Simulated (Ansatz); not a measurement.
# C₂HAlF₂Se: how energies converge with the basis set

An exercise on one series of results from a longer session: the logs are not shown, and one member is left open.

The runs use Ansatz 0.2.0, Gaussian basis; one geometry, several basis sets.

The runs, in order: PBE0-D4/def2-SVP; ωB97M-V/def2-SVP; PBE0-D4/def2-QZVPP; ωB97M-V/def2-QZVPP; the functionals' def2-TZVPP values are taken from earlier runs.

**Structure used throughout**

All runs share one geometry, relaxed beforehand with PBE0-D4 in a triple-zeta def2 set.

SMILES `F[C]1=C(F)[Se][AlH]1`, 7 atoms, charge 0, spin multiplicity 1.

Atoms are counted from 1 here; the program's logs count them from 0.

Bond lengths: F1–C2 1.337 Å, C2–C3 1.343 Å, C2–Al6 1.922 Å, C3–F4 1.319 Å, C3–Se5 1.952 Å, Se5–Al6 2.341 Å, Al6–H7 1.571 Å. Angles: F1–C2–C3 122.7°, F1–C2–Al6 142.7°, C3–C2–Al6 94.6°, C2–C3–F4 126.7°, C2–C3–Se5 115.4°, F4–C3–Se5 117.9°, C3–Se5–Al6 68.3°, C2–Al6–Se5 81.7°, C2–Al6–H7 142.3°, Se5–Al6–H7 136.0°.

Set-up of the first run:

Contents of in.yaml:

```yaml
crystal:
  periodic: [false, false, false]
  atoms:
    - {symbol: F, position_ang: [-0.006572, -0.952983, 1.940472]}
    - {symbol: C, position_ang: [0.000496, -0.328406, 0.758363]}
    - {symbol: C, position_ang: [0.062168, -0.987297, -0.410691]}
    - {symbol: F, position_ang: [0.122772, -2.294067, -0.575807]}
    - {symbol: Se, position_ang: [0.059698, 0.136299, -2.007373]}
    - {symbol: Al, position_ang: [-0.050972, 1.414354, -0.049506]}
    - {symbol: H, position_ang: [-0.126389, 2.944001, 0.298842]}
basis:
  gaussian: {orbitals: def2-SVP}
hamiltonian: {xc: pbe0, dispersion: d4}
output: {orbitals: {seedname: orbitals}}
```

Among the steps run: PBE0-D4 in def2-SVP; ωB97M-V in def2-SVP; PBE0-D4 in def2-QZVPP; ωB97M-V in def2-QZVPP.

One table of the session follows, with a row left open; its other results are not shown here.

It belongs to the step «Functionals by basis». 

| functional | basis | HOMO (eV) | LUMO (eV) |
| --- | --- | --- | --- |
| PBE0-D4 | def2-SVP | ? | ? |
| PBE0-D4 | def2-TZVPP | -6.40 | -1.96 |
| PBE0-D4 | def2-QZVPP | -6.43 | -1.99 |
| ωB97M-V | def2-SVP | -8.36 | -0.19 |
| ωB97M-V | def2-TZVPP | -8.48 | -0.27 |
| ωB97M-V | def2-QZVPP | -8.51 | -0.38 |

Estimate the missing values for PBE0-D4, def2-SVP.

As computed: HOMO (eV): -6.31; LUMO (eV): -1.95. In the column «HOMO (eV)» it is the highest.
